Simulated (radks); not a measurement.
**Mo⁴⁺ in [Kr] 4d2: an all-electron calculation**

Wanted: eigenvalues, radial structure and energy terms of the molybdenum ion Mo4+.

Program: radks (a radial shooting solver on a logarithmic mesh, Libxc functionals) version 1. Level of theory: scalar-relativistic Kohn-Sham, LDA (Slater exchange, VWN5 correlation), spin-unpolarised, spherical densities, point nucleus. These are calculated values, not measurements, unless marked.

## (1) What is computed

* element: molybdenum (Z = 42)
* charge: +4
* electrons: 38
* configuration: [Kr] 4d2

The outer shells:

Mo⁴⁺
```
[Kr] core
4d [↑ ][↑ ][  ][  ][  ]
```

## (2) The run

The run's settings:

```text
Z 42
configuration [Kr] 4d2 5s0 5p0 4f0 5d0
relativity scalar-relativistic
functional lda,vwn5
spin unpolarised
nucleus point
c 137.035999084
```

The run is started by

```console
$ python run_ks.py task.json out
```

All runs below come from this command, one after another.

**Question.** What will this run give?

As calculated:

| quantity | value |
| --- | --- |
| total energy | -4041.14517 hartree |
| exchange-correlation share of it | 2.91 % |
| −T/E | 1.0308 |
| highest occupied level | 4d, -46.499 eV |
| most extended occupied level | 4d, <r> = 1.52 bohr |
| radius at density 0.001 e/bohr³ | 3.03 bohr |
| maxima of the radial density | 4 |
| ionisation energy, NIST | 54.42 (semi-emp.) eV |

The radial density shows 4 maxima for 4 occupied principal shells. −T/E is 1.031: with relativity the kinetic term as defined here no longer equals −E. The top level binds by 46.499 eV, 85 % of the NIST ionisation energy of 54.42 eV; the potential of a semilocal functional falls off too fast, so its top eigenvalue is too shallow. Spin polarisation and multiplet splitting are left out.
